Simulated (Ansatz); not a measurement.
Set up this calculation in Ansatz 0.2.0, as the native input.

* Task: relaxation of cell and atoms
* Functional: PBEsol
* Potentials or basis: all-electron LAPW, scalar-relativistic
* Basis error allowed: 0.002 eV/atom
* k mesh: 7 × 7 × 7
* Occupations: fermi-dirac, width 0.05 eV
* Spin: no spin polarisation
* Target pressure: 10 GPa

Al3Pd:

```xyz
4
Lattice="3.9469 0.0000 0.0000 0.0000 3.9469 0.0000 0.0000 0.0000 3.9469" Properties=species:S:1:pos:R:3 pbc="T T T"
Pd    0.0000    0.0000    0.0000
Al    1.9735    1.9735    0.0000
Al    1.9735    0.0000    1.9735
Al    0.0000    1.9735    1.9735
```

The cell comes from a database or a generator and needn't be the stable form of this composition.

One way to write it, as run:

input.yaml

```yaml
crystal:
  lattice:
    - [3.94691, 0.0, 0.0]
    - [0.0, 3.94691, 0.0]
    - [0.0, 0.0, 3.94691]
  atoms:
    - { symbol: Pd, position: [0.0, 0.0, 0.0] }
    - { symbol: Al, position: [0.5, 0.5, 0.0] }
    - { symbol: Al, position: [0.5, 0.0, 0.5] }
    - { symbol: Al, position: [0.0, 0.5, 0.5] }
kpoints:
  mp_grid: { grid: [7, 7, 7] }
scf:
  occupations: { method: fermi_dirac, width: 0.05 }
hamiltonian:
  xc: pbesol
  pseudopotentials: { kind: all_electron, lapw: { basis_error: 0.002 } }
output:
  forces: true
  stress: true
relax:
  f_tol: 0.005
  max_steps: 60
  cell: { p_target: 10 }
```

Potentials or basis: all-electron LAPW, scalar-relativistic.

Run with:

```console
$ ansatz run input.yaml --threads 2 --pin off --max-ram 8192MiB --backend cpu --events-out ev --progress --plain --runs-dir out
```

Results of the run:

```json
{"Relaxed volume": "14.06 Å³/atom", "Relaxed cell": "a = 3.832 Å, b = 3.832 Å, c = 3.832 Å, α = 90.00°, β = 90.00°, γ = 90.00°", "Space group after relaxing (to 0.05 Å)": "Pm-3m (No. 221)", "Energy change on relaxing (the enthalpy is what falls)": "+29.3 meV/atom", "Ionic steps": "5", "Pressure after relaxing": "10.0 GPa"}
```

Run time: 16 s on 2 threads of Arm Neoverse V2, on a shared host, peak memory 0.3 GiB.
